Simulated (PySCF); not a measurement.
**GeH4O2 (SMILES [OH][GeH2][OH]) at r2SCAN/def2-TZVP**

What is the vertical ionisation energy of GeH4O2 at r2SCAN/def2-TZVP? 

Program for the calculation: PySCF 2.14.0.

### 1 Starting point

GeH4O2 has 7 atoms, charge 0, and is taken as a singlet. SMILES: `[OH][GeH2][OH]`. The coordinates come from a PBE0-D4/def2-TZVP relaxation. This is one conformer, not always the lowest.

Bond lengths: O1–Ge2 1.776 Å, Ge2–O3 1.773 Å, O1–H4 0.959 Å, Ge2–H5 1.543 Å, Ge2–H6 1.525 Å, O3–H7 0.959 Å. Angles: O1–Ge2–O3 110.8°, O1–Ge2–H5 108.6°, O1–Ge2–H6 106.6°, O3–Ge2–H5 109.7°, O3–Ge2–H6 104.9°, Ge2–O1–H4 113.3°, Ge2–O3–H7 113.6°, H5–Ge2–H6 116.1°.

### 2 The energy at r2SCAN/def2-TZVP

File calc.py:

```python
# [OH][GeH2][OH]
from pyscf import gto, dft

molecule = gto.Mole()
molecule.atom = '''
O       -1.491300      -0.416000      -0.173900
Ge       0.023500       0.377000       0.305300
O        1.347400      -0.798900       0.400600
H       -1.634900      -0.418700      -1.122100
H        0.363400       1.460500      -0.739100
H       -0.172500       0.863100       1.737300
H        1.625600      -1.135200      -0.453800
'''
molecule.verbose = 4
molecule.basis = 'def2-tzvp'
molecule.max_memory = 1860
molecule.charge = 0
molecule.spin = 0
molecule.build()

mf = dft.RKS(molecule, xc='r2scan')
mf.grids.level = 4
mf.conv_tol = 1e-10
mf.kernel()
if not mf.converged:
    mf = mf.newton().run(mf.mo_coeff, mf.mo_occ)

e_final = mf.e_tot
print('E = %.10f Eh' % e_final)
```

The run is started by

```bash
$ OMP_NUM_THREADS=1 python calc.py
```

Log:

```text
PySCF version 2.14.0

[INPUT] num. atoms = 7
[INPUT] num. electrons = 52
[INPUT] charge = 0
[INPUT] spin (= nelec alpha-beta = 2S) = 0
[INPUT] symmetry False subgroup None
[INPUT] Mole.unit = angstrom
[INPUT] Symbol           X                Y                Z      unit          X                Y                Z       unit  Magmom
[INPUT]  1 O     -1.491300000000  -0.416000000000  -0.173900000000 AA   -2.818148569564  -0.786126067819  -0.328623373062 Bohr   0.0
[INPUT]  2 Ge     0.023500000000   0.377000000000   0.305300000000 AA    0.044408563927   0.712426748961   0.576933385830 Bohr   0.0
[INPUT]  3 O      1.347400000000  -0.798900000000   0.400600000000 AA    2.546216980239  -1.509702200915   0.757024285501 Bohr   0.0
[INPUT]  4 H     -1.634900000000  -0.418700000000  -1.122100000000 AA   -3.089513241051  -0.791228328355  -2.120461684374 Bohr   0.0
[INPUT]  5 H      0.363400000000   1.460500000000  -0.739100000000 AA    0.686726473667   2.759945004927  -1.396696578666 Bohr   0.0
[INPUT]  6 H     -0.172500000000   0.863100000000   1.737300000000 AA   -0.325977756487   1.631022618112   3.283021196207 Bohr   0.0
[INPUT]  7 H      1.625600000000  -1.135200000000  -0.453800000000 AA    3.071938788093  -2.145217096606  -0.857557715328 Bohr   0.0

nuclear repulsion = 219.679499698344
number of shells = 54
number of NR pGTOs = 224
number of NR cGTOs = 134
basis = def2-tzvp
ecp = {}

******** <class 'pyscf.dft.rks.RKS'> ********
method = RKS
initial guess = minao
damping factor = 0
level_shift factor = 0
DIIS = <class 'pyscf.scf.diis.CDIIS'>
diis_start_cycle = 1
diis_space = 8
diis_damp = 0
SCF conv_tol = 1e-10
SCF conv_tol_grad = None
SCF max_cycles = 50
direct_scf = True
direct_scf_tol = 1e-13
XC library pyscf.dft.libxc version 7.0.0
    S. Lehtola, C. Steigemann, M. J.T. Oliveira, and M. A.L. Marques.,  SoftwareX 7, 1–5 (2018)
XC functionals = r2scan
    J. W. Furness, A. D. Kaplan, J. Ning, J. P. Perdew, and J. Sun.,  J. Phys. Chem. Lett. 11, 8208-8215 (2020)
    J. W. Furness, A. D. Kaplan, J. Ning, J. P. Perdew, and J. Sun.,  J. Phys. Chem. Lett. 11, 9248-9248 (2020)
    J. W. Furness, A. D. Kaplan, J. Ning, J. P. Perdew, and J. Sun.,  J. Phys. Chem. Lett. 11, 8208-8215 (2020)
    J. W. Furness, A. D. Kaplan, J. Ning, J. P. Perdew, and J. Sun.,  J. Phys. Chem. Lett. 11, 9248-9248 (2020)
radial grids:
    Treutler-Ahlrichs [JCP 102, 346 (1995); DOI:10.1063/1.469408] (M4) radial grids

becke partition: Becke, JCP 88, 2547 (1988); DOI:10.1063/1.454033
pruning grids: <function nwchem_prune>
grids dens level: 4
symmetrized grids: False
atomic radii adjust function: <function treutler_atomic_radii_adjust>
small_rho_cutoff = 0
Set gradient conv threshold to 1e-05
Initial guess from minao.
tot grids = 149544
init E= -2229.3668213098
  HOMO = -0.343431876202082  LUMO = -0.0477762103043085  gap/eV = 8.04520
cycle= 1 E= -2229.61866138191  delta_E= -0.252  |g|= 1.35  |ddm|= 1.98
  HOMO = -0.0802810861004641  LUMO = 0.00980418999333378  gap/eV = 2.45135
cycle= 2 E= -2228.55918429651  delta_E= 1.06  |g|= 2.69  |ddm|= 2.39
  HOMO = -0.282853750644305  LUMO = -0.00938959265449469  gap/eV = 7.44134
cycle= 3 E= -2229.87051173963  delta_E= -1.31  |g|= 0.257  |ddm|=    2
  HOMO = -0.267236906498146  LUMO = -0.000216408966621048  gap/eV = 7.26600
cycle= 4 E= -2229.88256656682  delta_E= -0.0121  |g|= 0.115  |ddm|= 0.218
  HOMO = -0.272737292989134  LUMO = -0.00320603958118644  gap/eV = 7.33432
cycle= 5 E= -2229.8837651997  delta_E= -0.0012  |g|= 0.0214  |ddm|= 0.0508
  HOMO = -0.272883164106062  LUMO = -0.00236726984244179  gap/eV = 7.36111
cycle= 6 E= -2229.88386356368  delta_E= -9.84e-05  |g|= 0.00683  |ddm|= 0.0209
  HOMO = -0.273064603999362  LUMO = -0.00258111491807211  gap/eV = 7.36023
cycle= 7 E= -2229.8838689857  delta_E= -5.42e-06  |g|= 0.00439  |ddm|= 0.00577
  HOMO = -0.273413701183345  LUMO = -0.00266015083265104  gap/eV = 7.36758
cycle= 8 E= -2229.88387245965  delta_E= -3.47e-06  |g|= 0.000473  |ddm|= 0.00271
  HOMO = -0.273387916951334  LUMO = -0.00265122628845096  gap/eV = 7.36712
cycle= 9 E= -2229.88387251326  delta_E= -5.36e-08  |g|= 7.6e-05  |ddm|= 0.000518
  HOMO = -0.273391787446206  LUMO = -0.00265519593934927  gap/eV = 7.36712
cycle= 10 E= -2229.88387251479  delta_E= -1.53e-09  |g|= 1.54e-05  |ddm|= 8.93e-05
  HOMO = -0.273390819717049  LUMO = -0.00265394122416707  gap/eV = 7.36713
cycle= 11 E= -2229.88387251487  delta_E= -8e-11  |g|= 1.99e-06  |ddm|= 1.79e-05
  HOMO = -0.273390255149912  LUMO = -0.00265363159392103  gap/eV = 7.36712
Extra cycle  E= -2229.88387251486  delta_E= 5.46e-12  |g|= 2.68e-06  |ddm|= 3.6e-06
converged SCF energy = -2229.88387251486
E = -2229.8838725149 Eh
```

Wall time 51 s (1 thread of Arm Neoverse V1, shared host); peak memory 0.84 GiB.

### 3 The doublet cation

File input.py:

```python
from pyscf import gto, dft

molecule = gto.M(
    atom='''
O   -1.491300  -0.416000  -0.173900
Ge   0.023500   0.377000   0.305300
O    1.347400  -0.798900   0.400600
H   -1.634900  -0.418700  -1.122100
H    0.363400   1.460500  -0.739100
H   -0.172500   0.863100   1.737300
H    1.625600  -1.135200  -0.453800
''',
    charge=1,
    basis='def2-tzvp',
    max_memory=1860,
    verbose=3,
    spin=1,
)

myscf = dft.UKS(molecule, xc='r2scan')
myscf.conv_tol = 1e-10
myscf.grids.level = 4
myscf.kernel()
if not myscf.converged:
    myscf = myscf.newton().run(myscf.mo_coeff, myscf.mo_occ)

e_tot = myscf.e_tot
print(f'total energy: {e_tot:.8f} hartree')
```

The run is started by

```bash
$ OMP_NUM_THREADS=1 python input.py
```

Log:

```text
WARN: HOMO -0.343431876202089 >= LUMO -0.343431876202082

converged SCF energy = -2229.48696594115  <S^2> = 0.75934656  2S+1 = 2.0093248
total energy: -2229.48696594 hartree
```

It took 2.8 min on 1 thread of Arm Neoverse V1, shared host; peak memory 0.87 GiB.

### 4 What came out

Level: r2SCAN/def2-TZVP.

```
                                          quantity           value
                      singlet GeH4O2: total energy  -2229.88387 Eh
                     singlet GeH4O2: dipole moment          2.55 D
                       singlet GeH4O2: HOMO energy        -7.44 eV
                       singlet GeH4O2: LUMO energy        -0.07 eV
                     singlet GeH4O2: HOMO–LUMO gap         7.37 eV
                      doublet cation: total energy  -2229.48697 Eh
doublet cation: HOMO energy (highest over α and β)       -14.48 eV
 doublet cation: LUMO energy (lowest over α and β)       -14.07 eV
                              doublet cation: ⟨S²⟩           0.759
vertical ionisation energy (to the doublet cation)       10.800 eV
```

**Reading.** Removing an electron at fixed nuclei costs 10.80 eV (1042 kJ/mol). The negative HOMO energy of the first species, 7.44 eV, lies 3.36 eV below that difference.
